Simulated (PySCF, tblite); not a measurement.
# C4H5N2O radical: geometry, infrared bands and EPR parameters

Wanted: the infrared bands and EPR parameters of C4H5N2O radical (`O[CH]c1cn[nH]c1`), by calculation.

Computed with tblite 0.8.0 and PySCF 2.14.0, with density-fitted response routines of our own, on a single molecule in the gas phase. Atoms count from 0, in the outputs and in this text.

## (1) The starting structure

12 atoms, charge 0, multiplicity 2; geometry from: force field or distance geometry start.

Bonds of the start (Å): O0–C1 1.38, C1–C2 1.39, C2–C3 1.42, C3–N4 1.33, N4–N5 1.34, N5–C6 1.37, C6–C2 1.38, O0–H7 0.98, C1–H8 1.09, C3–H9 1.09, N5–H10 1.01, C6–H11 1.08.

## (2) Optimising the geometry with GFN2-xTB

Job settings and geometry (Å):

```
{"job": {"kind": "relax", "xc": "GFN2-xTB", "basis": "xTB"}, "charge": 0, "multiplicity": 2}
O      2.515900     0.076700     0.460500
C      1.525400    -0.708200    -0.082500
C      0.195100    -0.295500    -0.102300
C     -0.916200    -0.997000    -0.632400
N     -2.063000    -0.330700    -0.497300
N     -1.697100     0.816100     0.087800
C     -0.350900     0.891700     0.347800
H      2.170300     0.928900     0.799800
H      1.904700    -1.659600    -0.447300
H     -0.936600    -1.986300    -1.078100
H     -2.411600     1.505400     0.287900
H      0.065100     1.758000     0.830200
```

The run is started by

```console
$ OMP_NUM_THREADS=1 python probes_run.py task.json out
```

The driver reads the jobs from task.json and runs them one after another.

**Question.** This job is followed by: GFN2-xTB harmonic vibrations, gas phase; UKS B3LYP, pcH-1 on C H N O, non-relativistic, mean-field spin-orbit, GIAO. What will the session give for the following? strongest single infrared mode (GFN2-xTB); zero-point energy (GFN2-xTB); g(iso) (B3LYP); ⟨S²⟩; largest a(iso); surface potential, 1st and 99th percentile.

**Answer**, as computed:

| quantity | value |
| --- | --- |
| strongest single infrared mode (GFN2-xTB) | 1113 cm⁻¹, 154 km/mol |
| zero-point energy (GFN2-xTB) | 54.9 kcal/mol |
| g(iso) (B3LYP) | 2.00295 |
| ⟨S²⟩ | 0.765 (exact 0.75) |
| largest a(iso) | 13C on C1, 62.0 MHz |
| surface potential, 1st and 99th percentile | -1.67 V and 2.60 V |

In words: Over 25 steps the energy fell by 0.096 eV; of the close pairs, C2–C6 changed most, 1.382 to 1.408 Å. No mode is imaginary among the 30: a minimum at this level. The strongest single mode, at 1113 cm⁻¹, moves mainly H8 and H7. GFN2-xTB is a fitted tight-binding method: band positions and strengths are rough. Its intensities can rank the bands wrongly. C1 carries the largest spin population, 0.68 e. The isotropic g lies 0.6 ppt above the free-electron value.
